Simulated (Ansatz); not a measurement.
Relaxation of a periodic cell of 17 atoms, Si16O (host Si, host structure diamond, interstitial O), to a largest force component of 0.08 eV/Å in at most 25 steps.

These are results of DFT PBE-D3(BJ), scalar-relativistic, plane waves, PAW (Ansatz), not measurements. Settings: accuracy low, PAW set soft_1, cutoff 420 eV, k mesh 2x2x2, fermi-dirac smearing 0.05 eV, spin collinear.

```xyz
17
Lattice="0.0000 5.4300 5.4300 5.4300 0.0000 5.4300 5.4300 5.4300 0.0000" Properties=species:S:1:pos:R:3:forces:R:3
Si 0.000 0.000 0.000 0.18 -0.16 -0.09
Si 1.357 1.357 1.357 -0.10 0.13 0.11
Si 2.715 2.715 0.000 0.07 -0.08 -0.07
Si 4.072 4.072 1.357 -0.12 0.13 0.12
Si 2.715 0.000 2.715 0.10 -0.15 -0.16
Si 4.072 1.357 4.072 -0.10 0.08 0.09
Si 5.430 2.715 2.715 0.19 -0.09 -0.17
Si 6.787 4.072 4.072 -0.10 0.13 0.13
Si 0.000 2.715 2.715 0.04 0.01 -0.05
Si 1.357 4.072 4.072 -0.04 0.03 -0.02
Si 2.715 5.430 2.715 -0.01 -0.05 -0.05
Si 4.072 6.787 4.072 0.03 -0.02 -0.03
Si 2.715 2.715 5.430 -0.03 0.04 0.03
Si 4.072 4.072 6.787 0.02 0.03 0.04
Si 5.430 5.430 5.430 0.04 -0.05 0.01
Si 6.787 6.787 6.787 -0.04 -0.02 0.04
O 6.128 4.718 2.008 -0.13 0.03 0.07
```

Task: Where does it end, and by what steps?

Result: The forces met the threshold. The threshold is loose, so the end isn't yet a minimum. The force dipped under the threshold on the way, but the program's further checks kept it going. Limits of this set-up: coarse k mesh, a small cell, in which the defect meets its images, low accuracy level. After 11 steps the energy has fallen by 2.429 eV; O17 moved furthest, 0.93 Å.

| step | energy less start (eV) | largest force component (eV/Å) | accepted |
| --- | --- | --- | --- |
| 0 | 0.0000 | 0.188 | yes |
| 1 | -0.0149 | 0.102 | yes |
| 2 | -0.0180 | 0.132 | yes |
| 3 | -0.0347 | 0.417 | yes |
| 4 | -0.1333 | 0.892 | yes |
| 5 | -0.4083 | 1.267 | yes |
| 6 | -0.8939 | 1.547 | yes |
| 7 | -1.7013 | 1.545 | yes |
| 8 | -2.3488 | 0.602 | yes |
| 9 | -2.3905 | 0.535 | yes |
| 10 | -2.4291 | 0.076 | yes |
| 11 | -2.4291 | 0.076 | yes |

```xyz
17
Lattice="0.0000 5.4300 5.4300 5.4300 0.0000 5.4300 5.4300 5.4300 0.0000" Properties=species:S:1:pos:R:3
Si -0.070 0.256 -0.242
Si 1.347 1.329 1.343
Si 2.966 2.588 0.185
Si 4.053 4.380 1.175
Si 2.699 -0.016 2.725
Si 3.960 1.593 3.889
Si 5.739 2.702 2.901
Si 7.065 3.995 4.314
Si 0.012 2.710 2.696
Si 1.294 4.146 4.040
Si 2.701 5.464 2.709
Si 4.174 6.717 4.067
Si 2.656 2.815 5.423
Si 4.077 4.083 6.795
Si 5.514 5.362 5.448
Si 6.810 6.793 6.777
O 5.430 4.099 2.060
```

Whether the end is a true minimum wasn't checked by a vibrational analysis.

Time of the run: 3 min on 1 thread of Arm Neoverse V1, on a shared host, peak memory 0.66 GiB.
